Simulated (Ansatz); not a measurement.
Working through an equation of state with a fit of Tl, space group Im-3m

Computed with Ansatz's Python interface.

Interactive session:
```pycon
>>> import ansatz
>>> import numpy as np
>>> from scipy.optimize import curve_fit
>>> vectors0 = np.array([
...     [-1.941, 1.941, 1.941],
...     [1.941, -1.941, 1.941],
...     [1.941, 1.941, -1.941],
... ])
>>> sites = [
...     ("Tl", (0.0, 0.0, 0.0)),
... ]
>>> def make_crystal(cell):
...     crystal = ansatz.Crystal(lattice=ansatz.Lattice.of(cell))
...     for symbol, position in sites:
...         crystal = crystal.atom(symbol, position)
...     return crystal
...
>>> def vinet(v, e0, v0, b0, b1):
...     eta = (v / v0) ** (1 / 3)
...     return e0 + 2 * b0 * v0 / (b1 - 1) ** 2 * (2 - (5 + 3 * b1 * (eta - 1) - 3 * eta) * np.exp(-1.5 * (b1 - 1) * (eta - 1)))
...
>>> # uniform scaling of the cell
>>> volumes, energies = [], []
>>> for scale in np.linspace(0.88, 1.12, 7):
...     cell = vectors0 * scale ** (1 / 3)
...     base = (
...         make_crystal(cell).calculation()
...         .basis(450)
...         .scf(tolerance=1e-05, extra_bands=8)
...         .functional("r2SCAN")
...         .accuracy("low")
...         .occupations(ansatz.OccupationsMethod.GAUSSIAN, width=20 * ansatz.meV)
...         .mixing("msr1", preconditioner="kerker_dos")
...         .kpoints(10, 10, 10)
...     )
...     summary = base.run(threads=1).report
...     volumes.append(abs(np.linalg.det(cell)) / len(sites))
...     energies.append(summary["free_energy_ev"] / len(sites))
...     print(f"V = {volumes[-1]:8.4f} A^3/atom  F = {energies[-1]:.5f} eV/atom")
...
DeckWarning: basis.ecutwfc = 450 eV is below the records' recommended 500 eV, and the density's cutoff is lower with it unless basis.ecutrho_ratio is high enough to keep the records' density cutoff: compare with a run at a higher cutoff
V =  25.7406 A^3/atom  F = -11458.50467 eV/atom
V =  26.9107 A^3/atom  F = -11458.54910 eV/atom
V =  28.0807 A^3/atom  F = -11458.57536 eV/atom
V =  29.2507 A^3/atom  F = -11458.58751 eV/atom
V =  30.4208 A^3/atom  F = -11458.58915 eV/atom
V =  31.5908 A^3/atom  F = -11458.58236 eV/atom
V =  32.7608 A^3/atom  F = -11458.56877 eV/atom
>>> guess = (min(energies), volumes[int(np.argmin(energies))], 0.5, 4.5)
>>> (e0, v0, b0, b1), _ = curve_fit(vinet, np.array(volumes), np.array(energies), p0=guess, maxfev=20000)
>>> print(f"Vinet fit: V0 = {v0:.4f} A^3/atom, B0 = {160.21766 * b0:.1f} GPa, B1 = {b1:.2f}")
Vinet fit: V0 = 30.0074 A^3/atom, B0 = 32.1 GPa, B1 = 5.62
>>> print("largest residual", round(1000 * float(np.abs(vinet(np.array(volumes), e0, v0, b0, b1) - energies).max()), 3), "meV/atom")
largest residual 0.159 meV/atom
```

A third-order Birch-Murnaghan fit through the 7 points (the script's own form differs a little) has its minimum at 30.01 Å³ an atom, 2.6 % above the typed cell, with a bulk modulus of 32 GPa. From that minimum the energy rises by 85.0 meV an atom on the compressed side and 20.9 meV on the expanded side.

What to keep in mind:
- These settings explore the input space; cutoff and mesh may be short of convergence.
- The cutoff lies under the one recommended for these potentials.
- Under the recommended cutoff a pressure can be off by several GPa, even in sign.
- The mesh is modest for a metal, so energies can be off by several to tens of meV an atom and pressures by half a GPa or more; differences at equal mesh fare better.
- Spin-orbit coupling, which matters for elements this heavy, is left out.
- This isn't the structure that Tl takes at ambient conditions.
- Warnings are shown shortened and without file and line.
- It ran for 12 s on 1 thread of Arm Neoverse V1, on a shared host, peak memory 0.4 GiB.
